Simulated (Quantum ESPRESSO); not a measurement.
**MgSi: equation of state with PBE**

MgSi:

```
Si Mg
1.0
     1.50251   -5.42602    0.00000
     1.50251    5.42602    0.00000
     0.00000    0.00000    4.34018
Si Mg
2 2
Direct
  0.57064 0.42936 0.75000
  0.42936 0.57064 0.25000
  0.16838 0.83162 0.25000
  0.83162 0.16838 0.75000
```

The cell comes from a database or a generator and needn't be the stable form of this composition.

```
Program             : Quantum ESPRESSO 7.5
Task                : equation of state
Functional          : PBE
Potentials or basis : SSSP 1.3 efficiency PBE
Cutoff              : 748 eV
Density cutoff      : 5987 eV
k mesh              : 9 × 9 × 6
Occupations         : fermi-dirac, width 0.05 eV
Spin                : no spin polarisation
```

The equilibrium volume is 17.68 Å³/atom and the bulk modulus at fixed shape and positions is 61 GPa. The pressure derivative of the bulk modulus is 4.3.

Energy against volume, from the lowest point:
| volume (Å³/atom) | energy (meV/atom) |
| --- | --- |
| 16.630 | 13.02 |
| 16.984 | 5.47 |
| 17.338 | 1.25 |
| 17.692 | 0.00 |
| 18.046 | 1.41 |
| 18.400 | 5.22 |
| 18.754 | 11.20 |

All runs of the series together: 15 min on 1 thread of Intel(R) Xeon(R) Platinum 8259CL CPU @ 2.50GHz (Skylake/Cascade Lake), on a shared host.

Caveat: the cell was scaled at fixed shape and fractional positions, which overstates the stiffness of a crystal with free parameters, most of all of layers and chains.
